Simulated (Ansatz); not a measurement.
# AgRuSe2: the cost of one run

Program: Ansatz 0.2.0. Level of theory: DFT PBE without U, plane waves, PAW. These are calculated values, not measurements.

## Step 1: The system as given

It takes space group R-3m (No. 166, trigonal). The conventional cell has a = 3.937 Å, b = 3.937 Å, c = 21.441 Å, α = 90.00°, β = 90.00°, γ = 120.00°. Ag (site symmetry -3m) is surrounded by 6 Se at 3.13 Å. Ru (site symmetry -3m) is surrounded by 6 Se at 2.68 Å. Se (site symmetry 3m) is surrounded by 3 Ru at 2.68 Å and 3 Ag at 3.13 Å.

Structure file:

```
CELL_PARAMETERS angstrom
1.96866 1.13661 7.14699
-1.96866 1.13661 7.14699
0.00000 -2.27321 7.14699
ATOMIC_POSITIONS crystal
Ag 0.50000 0.50000 0.50000
Ru 0.00000 0.00000 0.00000
Se 0.26670 0.26670 0.26670
Se 0.73330 0.73330 0.73330
```

Magnetic order typed: ferromagnetic.

## Step 2: From atoms, symmetry kept, no search

The input, input.yaml:

```yaml
crystal:
  lattice:
    - [1.96865963, 1.13660616, 7.14698568]
    - [-1.96865963, 1.13660616, 7.14698568]
    - [0.0, -2.27321233, 7.14698568]
  atoms:
    - { symbol: Ag, position: [0.5, 0.5, 0.5] }
    - { symbol: Ru, position: [0.0, 0.0, 0.0], spin: 5.0 }
    - { symbol: Se, position: [0.2667, 0.2667, 0.2667] }
    - { symbol: Se, position: [0.7333, 0.7333, 0.7333] }
basis:
  ecutwfc: 420
  ecutrho_ratio: 4
kpoints:
  mp_grid: { grid: [6, 6, 6] }
hamiltonian:
  xc: pbe
scf:
  occupations: { method: gaussian, width: 0.05 }
  lower_state_search: "off"
  max_iter: 150
output:
  forces: true
  stress: true
  eigenvalues: true
  populations: true
  hubbard: { sites: [{ site: 1, l: d }] }
magnetization:
  spin_polarized: true
```

Run with:

```bash
> ansatz run input.yaml --threads 2 --pin off --max-ram 3072MiB --backend cpu --events-out ev --progress --plain --runs-dir out
```

Q: Estimate wall time and peak memory on 2 threads of Arm Neoverse N1, shared host.

About 28 s, with a peak of 0.51 GiB.
